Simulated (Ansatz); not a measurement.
**C4H12Br2N2Si: one species, many methods**

One table from this session's results is given with a row withheld; the runs are named, their logs left out.

Computed with Ansatz 0.2.0, Gaussian basis. Level: functionals in def2-TZVPP, the program's frozen cores in correlated methods.

Plan: LDA (SPW92), PBE-D4, revPBE-D4, BLYP-D4, r2SCAN-D4, B97M-V, PBE0-D4, B3LYP-D4, r2SCANh-D4, r2SCAN0-D4, HSE06-D4, BHLYP-D4, CAM-B3LYP-D4, LC-ωPBE, ωB97X-V, ωB97M-V, B2PLYP, PBE-QIDH; CCSD(T)/def2-SVP; CCSD(T)/def2-TZVPP; MP2/def2-QZVPP; extrapolation to the limit; RPA on PBE.

## The geometry

The geometry comes from an earlier relaxation with PBE0-D4 in a triple-zeta def2 set; it is a stationary point, not always the lowest conformer.

SMILES `CN(C)[Si](Br)(Br)N(C)C`, 21 atoms, charge 0, spin multiplicity 1.

Atoms are counted from 1 here; the program's logs count them from 0.

Bond lengths: C1–N2 1.450 Å, C1–H10 1.098 Å, C1–H11 1.096 Å, C1–H12 1.091 Å, N2–C3 1.445 Å, N2–Si4 1.696 Å, C3–H13 1.098 Å, C3–H14 1.089 Å, C3–H15 1.096 Å, Si4–Br5 2.233 Å, Si4–Br6 2.233 Å, Si4–N7 1.696 Å, N7–C8 1.445 Å, N7–C9 1.450 Å, C8–H16 1.096 Å, C8–H17 1.089 Å, C8–H18 1.098 Å, C9–H19 1.096 Å and more. Angles: N2–C1–H10 111.6°, N2–C1–H11 110.1°, N2–C1–H12 110.6°, H10–C1–H11 107.9°, H10–C1–H12 108.2°, H11–C1–H12 108.2°, C1–N2–C3 112.8°, C1–N2–Si4 118.5°, C3–N2–Si4 124.9°, N2–C3–H13 111.7°, N2–C3–H14 110.8°, N2–C3–H15 109.9°, H13–C3–H14 108.4°, H13–C3–H15 107.8°, H14–C3–H15 108.1°, N2–Si4–Br5 112.9°, N2–Si4–Br6 107.8°, N2–Si4–N7 109.5° and more.

The first run:

in.yaml

```yaml
crystal:
  periodic: [false, false, false]
  atoms:
    - {symbol: C, position_ang: [-1.764779, -1.013001, 0.153308]}
    - {symbol: N, position_ang: [-1.267866, 0.306913, 0.488588]}
    - {symbol: C, position_ang: [-2.306712, 1.192695, 0.961027]}
    - {symbol: Si, position_ang: [0.386685, 0.488859, 0.815952]}
    - {symbol: Br, position_ang: [0.991382, -0.416318, 2.765839]}
    - {symbol: Br, position_ang: [0.810986, 2.673837, 0.999223]}
    - {symbol: N, position_ang: [1.292938, -0.259145, -0.407463]}
    - {symbol: C, position_ang: [2.633254, -0.774055, -0.248454]}
    - {symbol: C, position_ang: [0.965290, 0.037612, -1.788106]}
    - {symbol: H, position_ang: [-2.237169, -1.499379, 1.016920]}
    - {symbol: H, position_ang: [-2.512437, -0.942874, -0.645338]}
    - {symbol: H, position_ang: [-0.952214, -1.651565, -0.194962]}
    - {symbol: H, position_ang: [-2.785660, 0.807837, 1.871291]}
    - {symbol: H, position_ang: [-1.904360, 2.181289, 1.176435]}
    - {symbol: H, position_ang: [-3.082386, 1.301053, 0.194224]}
    - {symbol: H, position_ang: [2.752847, -1.691791, -0.835726]}
    - {symbol: H, position_ang: [2.835610, -1.011830, 0.794664]}
    - {symbol: H, position_ang: [3.388222, -0.054456, -0.592379]}
    - {symbol: H, position_ang: [1.031477, -0.872497, -2.395624]}
    - {symbol: H, position_ang: [-0.050496, 0.426811, -1.866097]}
    - {symbol: H, position_ang: [1.650986, 0.780606, -2.216226]}
basis:
  gaussian: {orbitals: def2-TZVPP}
hamiltonian: {xc: lda}
output: {orbitals: {seedname: orbitals}}
```

Among the steps run: LDA; PBE-D4 (GGA); revPBE-D4 (GGA); BLYP-D4 (GGA); r2SCAN-D4 (meta-GGA); B97M-V (meta-GGA); PBE0-D4 (hybrid); B3LYP-D4 (hybrid); r2SCANh-D4 (hybrid); r2SCAN0-D4 (hybrid); HSE06-D4 (hybrid); BHLYP-D4 (hybrid); CAM-B3LYP-D4 (range-separated); LC-ωPBE (range-separated); ωB97X-V (range-separated); ωB97M-V (range-separated); B2PLYP (double hybrid); PBE-QIDH (double hybrid).

One of the session's tables, all rows but one given; the rest of the session is left out.

It belongs to the step «Frontier levels by functional». 

| functional | HOMO (eV) | gap (eV) |
| --- | --- | --- |
| LDA (SPW92) | -5.67 | 4.78 |
| PBE-D4 | -5.54 | 4.90 |
| revPBE-D4 | -5.49 | 4.96 |
| BLYP-D4 | -5.42 | 4.89 |
| r2SCAN-D4 | -5.79 | 5.50 |
| B97M-V | -5.93 | 5.69 |
| PBE0-D4 | -6.86 | 7.17 |
| B3LYP-D4 | -6.64 | 6.70 |
| r2SCANh-D4 | -6.29 | 6.32 |
| r2SCAN0-D4 | -7.04 | 7.55 |
| HSE06-D4 | -6.46 | 6.39 |
| BHLYP-D4 | -8.12 | 9.45 |
| CAM-B3LYP-D4 | ? | ? |
| LC-ωPBE | -9.57 | 12.17 |
| ωB97X-V | -9.24 | 11.70 |
| ωB97M-V | -9.15 | 11.36 |

**Question.** Estimate the row for CAM-B3LYP-D4.

**Answer.** HOMO (eV): -8.23; gap (eV): 9.60. In the column «HOMO (eV)» it lies between ωB97M-V (-9.15) and BHLYP-D4 (-8.12).
